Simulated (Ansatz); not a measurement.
# SnH₄− (doublet): wave-function methods side by side, def2-TZVPD

Aim: climb from Hartree-Fock through coupled cluster for SnH₄− (doublet) at one geometry and basis, and see what each rung misses.

Program: Ansatz 0.2.0, Gaussian basis. Level of theory: def2-TZVPD, core rule «outside noble gas», up to 9 orbitals frozen. These are calculated values, not measurements.

The runs, in order: UHF; CCSD(T) on ROHF; CCSD(T) on UHF; BCCD(T) on ROHF; CCSDT(Q) on ROHF; CCSDT(Q) on UHF.

7 further runs of the same task are left out: 5 for a known fault of the program, 2 set aside as unsound or not needed.

### 1 What is computed

The geometry is a PBE0/def2-TZVPD stationary point (not a proven minimum). No spin-orbit coupling is included. Elements past krypton take def2 core potentials.

5 atoms, charge -1, spin multiplicity 2.

Atoms are counted from 1 here; the program's logs count them from 0.

Bond lengths: Sn1–H2 1.755 Å, Sn1–H3 1.755 Å, Sn1–H4 1.755 Å, Sn1–H5 1.755 Å. Angles: H2–Sn1–H3 109.5°, H2–Sn1–H4 109.5°, H2–Sn1–H5 109.5°, H3–Sn1–H4 109.5°, H3–Sn1–H5 109.5°, H4–Sn1–H5 109.5°.

### 2 UHF

in.yaml

```yaml
crystal:
  periodic: [false, false, false]
  atoms:
    - {symbol: Sn, position_ang: [0.000000, 0.000000, 0.000000]}
    - {symbol: H, position_ang: [1.011902, 1.015702, 1.012898]}
    - {symbol: H, position_ang: [-1.014802, -1.011602, 1.014099]}
    - {symbol: H, position_ang: [-1.012200, 1.011298, -1.016999]}
    - {symbol: H, position_ang: [1.015100, -1.015398, -1.009999]}
basis:
  gaussian: {orbitals: def2-TZVPD}
total_charge: -1
magnetization: {spin_polarized: true, initial_magnetization: 1}
hamiltonian: {xc: hf}
output: {orbitals: {seedname: orbitals}}
```

Launch:

```sh
$ ansatz run in.yaml --threads 1 --pin off --events-out ev --progress --plain --max-ram 4096MiB --backend cpu
```

The runs that follow: CCSD(T) on ROHF; CCSD(T) on UHF; BCCD(T) on ROHF; CCSDT(Q) on ROHF; CCSDT(Q) on UHF.

Before running them: what should the planned runs give, taken together? Wanted: UCCSDT(Q) below the RHF energy; RMP2 from UCCSDT(Q); UMP2 from UCCSDT(Q); RCCSD from UCCSDT(Q); RCCSD(T) from UCCSDT(Q); UCCSD(T) from UCCSDT(Q); RCCSDT(Q) from UCCSDT(Q); T1 diagnostic.

As calculated:

| quantity | value |
| --- | --- |
| UCCSDT(Q) below the RHF energy | -4.6426 eV |
| RMP2 from UCCSDT(Q) | +99.7 kJ/mol |
| UMP2 from UCCSDT(Q) | +99.5 kJ/mol |
| RCCSD from UCCSDT(Q) | +15.7 kJ/mol |
| RCCSD(T) from UCCSDT(Q) | +3.1 kJ/mol |
| UCCSD(T) from UCCSDT(Q) | +3.1 kJ/mol |
| RCCSDT(Q) from UCCSDT(Q) | +0.1 kJ/mol |
| levels within 1 kcal/mol (43 meV) | RCCSD(T), UCCSD(T), BCCD(T), RCCSDT, UCCSDT, RCCSDT(Q) |
| T1 diagnostic | 0.025 |

In words: RCCSD(T) misses by +3.1 kJ/mol, 0.7 % of the correlation energy. These misses are within one basis, not against nature; the frozen cores of restricted and unrestricted runs differ, which can shift their rows. The highest orbital lies above zero: the basis alone holds the extra electron.
